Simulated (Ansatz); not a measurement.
# Zn24S23Cl (Wurtzite-6H): the cost of one run

Method: DFT, PBE, plane-wave PAW, default files, scalar-relativistic, in Ansatz 0.2.0.

The COD entry's cell or inner coordinates are ideal or old and differ from later refinements, so a difference from it is no clean test against experiment.

## Step 1: The system as given

The structure is trigonal, space group P3m1 (No. 156). Conventional cell: a = 7.624 Å, b = 7.624 Å, c = 18.690 Å, α = 90.00°, β = 90.00°, γ = 120.00°. Zn (site symmetry m) is surrounded by 4 S at 2.33 to 2.34 Å. Around Zn (site symmetry 3m) lie 4 S at 2.33 to 2.34 Å. Zn (site symmetry 3m) has 3 S at 2.33 Å and 1 Cl at 2.34 Å as nearest neighbours. Only part of the 24 independent sites is listed.

Structure file:

```
Zn S Cl
1.0
     7.62400    0.00000    0.00000
    -3.81200    6.60258    0.00000
     0.00000    0.00000   18.68999
Zn S Cl
24 23 1
Direct
  0.00000 0.00000 0.00000
  0.00000 0.50000 0.00000
  0.50000 0.00000 0.00000
  0.50000 0.50000 0.00000
  0.00000 0.00000 0.50000
  0.00000 0.50000 0.50000
  0.50000 0.00000 0.50000
  0.50000 0.50000 0.50000
  0.16667 0.33333 0.16667
  0.16667 0.83333 0.16667
  0.66667 0.33333 0.16667
  0.66667 0.83333 0.16667
  0.33333 0.16667 0.66667
  0.33333 0.66667 0.66667
  0.83333 0.16667 0.66667
  0.83333 0.66667 0.66667
  0.33333 0.16667 0.33333
  0.33333 0.66667 0.33333
  0.83333 0.16667 0.33333
  0.83333 0.66667 0.33333
  0.16667 0.33333 0.83333
  0.16667 0.83333 0.83333
  0.66667 0.33333 0.83333
  0.66667 0.83333 0.83333
  0.00000 0.00000 0.12500
  0.00000 0.50000 0.12500
  0.50000 0.00000 0.12500
  0.50000 0.50000 0.12500
  0.00000 0.00000 0.62500
  0.00000 0.50000 0.62500
  0.50000 0.00000 0.62500
  0.50000 0.50000 0.62500
  0.16667 0.83333 0.29167
  0.66667 0.33333 0.29167
  0.66667 0.83333 0.29167
  0.33333 0.16667 0.79167
  0.33333 0.66667 0.79167
  0.83333 0.16667 0.79167
  0.83333 0.66667 0.79167
  0.33333 0.16667 0.45833
  0.33333 0.66667 0.45833
  0.83333 0.16667 0.45833
  0.83333 0.66667 0.45833
  0.16667 0.33333 0.95833
  0.16667 0.83333 0.95833
  0.66667 0.33333 0.95833
  0.66667 0.83333 0.95833
  0.16667 0.33333 0.29167
```

Atom 33 of the input is the impurity.

## Step 2: First run, atoms as given

Contents of input.yaml:

```yaml
crystal:
  lattice:
    - [7.624, 0.0, 0.0]
    - [-3.812, 6.6025776784, 0.0]
    - [0.0, 0.0, 18.68999]
  atoms:
    - { symbol: Zn, position: [0.0, 0.0, 0.0] }
    - { symbol: Zn, position: [0.0, 0.5, 0.0] }
    - { symbol: Zn, position: [0.5, 0.0, 0.0] }
    - { symbol: Zn, position: [0.5, 0.5, 0.0] }
    - { symbol: Zn, position: [0.0, 0.0, 0.5] }
    - { symbol: Zn, position: [0.0, 0.5, 0.5] }
    - { symbol: Zn, position: [0.5, 0.0, 0.5] }
    - { symbol: Zn, position: [0.5, 0.5, 0.5] }
    - { symbol: Zn, position: [0.1666666666, 0.3333333334, 0.16667] }
    - { symbol: Zn, position: [0.1666666666, 0.8333333334, 0.16667] }
    - { symbol: Zn, position: [0.6666666666, 0.3333333334, 0.16667] }
    - { symbol: Zn, position: [0.6666666666, 0.8333333334, 0.16667] }
    - { symbol: Zn, position: [0.3333333334, 0.1666666666, 0.66667] }
    - { symbol: Zn, position: [0.3333333334, 0.6666666666, 0.66667] }
    - { symbol: Zn, position: [0.8333333334, 0.1666666666, 0.66667] }
    - { symbol: Zn, position: [0.8333333334, 0.6666666666, 0.66667] }
    - { symbol: Zn, position: [0.3333333334, 0.1666666666, 0.33333] }
    - { symbol: Zn, position: [0.3333333334, 0.6666666666, 0.33333] }
    - { symbol: Zn, position: [0.8333333334, 0.1666666666, 0.33333] }
    - { symbol: Zn, position: [0.8333333334, 0.6666666666, 0.33333] }
    - { symbol: Zn, position: [0.1666666666, 0.3333333334, 0.83333] }
    - { symbol: Zn, position: [0.1666666666, 0.8333333334, 0.83333] }
    - { symbol: Zn, position: [0.6666666666, 0.3333333334, 0.83333] }
    - { symbol: Zn, position: [0.6666666666, 0.8333333334, 0.83333] }
    - { symbol: S, position: [0.0, 0.0, 0.125] }
    - { symbol: S, position: [0.0, 0.5, 0.125] }
    - { symbol: S, position: [0.5, 0.0, 0.125] }
    - { symbol: S, position: [0.5, 0.5, 0.125] }
    - { symbol: S, position: [0.0, 0.0, 0.625] }
    - { symbol: S, position: [0.0, 0.5, 0.625] }
    - { symbol: S, position: [0.5, 0.0, 0.625] }
    - { symbol: S, position: [0.5, 0.5, 0.625] }
    - { symbol: Cl, position: [0.1666666666, 0.3333333334, 0.29167] }
    - { symbol: S, position: [0.1666666666, 0.8333333334, 0.29167] }
    - { symbol: S, position: [0.6666666666, 0.3333333334, 0.29167] }
    - { symbol: S, position: [0.6666666666, 0.8333333334, 0.29167] }
    - { symbol: S, position: [0.3333333334, 0.1666666666, 0.79167] }
    - { symbol: S, position: [0.3333333334, 0.6666666666, 0.79167] }
    - { symbol: S, position: [0.8333333334, 0.1666666666, 0.79167] }
    - { symbol: S, position: [0.8333333334, 0.6666666666, 0.79167] }
    - { symbol: S, position: [0.3333333334, 0.1666666666, 0.45833] }
    - { symbol: S, position: [0.3333333334, 0.6666666666, 0.45833] }
    - { symbol: S, position: [0.8333333334, 0.1666666666, 0.45833] }
    - { symbol: S, position: [0.8333333334, 0.6666666666, 0.45833] }
    - { symbol: S, position: [0.1666666666, 0.3333333334, 0.95833] }
    - { symbol: S, position: [0.1666666666, 0.8333333334, 0.95833] }
    - { symbol: S, position: [0.6666666666, 0.3333333334, 0.95833] }
    - { symbol: S, position: [0.6666666666, 0.8333333334, 0.95833] }
total_charge: 1
kpoints:
  mp_grid: { grid: [3, 3, 1] }
scf:
  occupations: { method: fermi_dirac, width: 0.01 }
hamiltonian:
  xc: pbe
  pseudopotentials: { kind: paw }
output:
  forces: true
  stress: true
  populations: true
  efg:
    quadrupole_moments_barn: { Zn: 0.122, S: -0.0694, Cl: -0.08112 }
    contact_densities: true
```

Command:

```sh
$ ansatz run input.yaml --threads 1 --pin off --max-ram 3072MiB --backend cpu --events-out ev --progress --plain --runs-dir out
```

Q: Estimate wall time and peak memory on 1 thread of Arm Neoverse V1, shared host.

About 3.4 min, with a peak of 1.8 GiB.
